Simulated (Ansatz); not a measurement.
Write the native input for Ansatz 0.2.0 that does the following.

- Task: relaxation of cell and atoms
- Functional: PBE
- Potentials or basis: all-electron LAPW, scalar-relativistic
- Basis error allowed: 0.001 eV/atom
- k mesh: 9 × 9 × 9
- Occupations: fermi-dirac, width 0.05 eV
- Spin: collinear spin, ferromagnetic start
- Starting moments: [4.0, 0.0] μB

The system is MnS.

```
CELL_PARAMETERS angstrom
0.00000 2.60450 2.60450
2.60450 0.00000 2.60450
2.60450 2.60450 0.00000
ATOMIC_POSITIONS crystal
Mn 0.00000 0.00000 0.00000
S 0.50000 0.50000 0.50000
```

The input as run:

input.yaml

```yaml
crystal:
  lattice:
    - [0.0, 2.6045, 2.6045]
    - [2.6045, 0.0, 2.6045]
    - [2.6045, 2.6045, 0.0]
  atoms:
    - { symbol: Mn, position: [0.0, 0.0, 0.0], spin: 4.0 }
    - { symbol: S, position: [0.5, 0.5, 0.5] }
kpoints:
  mp_grid: { grid: [9, 9, 9] }
scf:
  occupations: { method: fermi_dirac, width: 0.05 }
hamiltonian:
  xc: pbe
  pseudopotentials: { kind: all_electron, lapw: { basis_error: 0.001 } }
magnetization:
  spin_polarized: true
output:
  forces: true
  stress: true
relax:
  f_tol: 0.01
  max_steps: 60
  cell: {}
```

Potentials or basis: all-electron LAPW, scalar-relativistic.

Run with:

```bash
$ ansatz run input.yaml --threads 2 --pin off --max-ram 6144MiB --backend cpu --events-out ev --progress --plain --runs-dir out
```

Results of the run:

The relaxed volume is 16.73 Å³/atom, the relaxed cell is a = 3.617 Å, b = 3.617 Å, c = 3.617 Å, α = 60.00°, β = 60.00°, γ = 60.00° and the space group after relaxing (to 0.05 Å) is Fm-3m (No. 225). The energy gained by relaxing is 8.4 meV/atom, the ionic steps are 5 and the pressure after relaxing is 0.0 GPa. The net moment is 4.57 μB per cell. The absolute moment is 4.57 μB per cell and the site moments are Mn +4.28; S +0.13 μB.

Caveat: a cell with one magnetic atom can't hold antiferromagnetic order, which such compounds often take.

Run time: 24 s on 2 threads of Arm Neoverse V2, with other jobs on the host, peak memory 0.4 GiB.
